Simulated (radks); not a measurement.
**Cd⁴⁺ in [Kr] 4d8: an all-electron calculation**

One table from this session's results is given with a row withheld; the runs are named, their logs left out.

Program: radks (a radial shooting solver on a logarithmic mesh, Libxc functionals) version 1. Level of theory: Dirac Kohn-Sham, RPBE, spin-unpolarised, spherical densities, point nucleus; open shells fill j = l - 1/2 first. These are calculated values, not measurements, unless marked.

### What is computed

```
element       : cadmium (Z = 48)
charge        : +4
electrons     : 44
configuration : [Kr] 4d8
```

The first run:

Settings of this run:

```text
Z 48
configuration [Kr] 4d8
relativity Dirac
functional rpbe,pbe
spin unpolarised
j_filling energy
nucleus point
c 137.035999084
```

One table of the session follows, with a row left open; its other results are not shown here.

It belongs to the step «Radial structure». From the orbitals of this run (lengths in bohr):

```
level      <r>  outermost maximum (interpolated)  90 % within  nodes
1s1/2  0.03039                            0.0197       0.0546      0
2s1/2   0.1313                             0.111        0.203      1
2p1/2   0.1112                            0.0860        0.182      0
2p3/2   0.1164                            0.0903        0.189      0
3s1/2   0.3579                             0.324        0.527      2
3p1/2   0.3493                             0.310        0.526      1
3p3/2   0.3603                             0.320        0.542      1
3d3/2   0.3325                             0.264        0.526      0
3d5/2        ?                                 ?            ?      ?
4s1/2   0.8715                             0.794         1.26      3
4p1/2   0.9245                             0.826         1.36      2
4p3/2   0.9525                             0.850         1.40      2
4d3/2    1.145                             0.951         1.76      1
4d5/2    1.157                             0.960         1.77      1
```

Q: Estimate the row for 3d5/2 from the others.

**Answer.** <r>: 0.3360; outermost maximum (interpolated): 0.267; 90 % within: 0.531; nodes: 0. In the column «<r>» it lies between 3d3/2 (0.3325) and 3p1/2 (0.3493).

To keep in mind: Spin polarisation and multiplet splitting are left out.
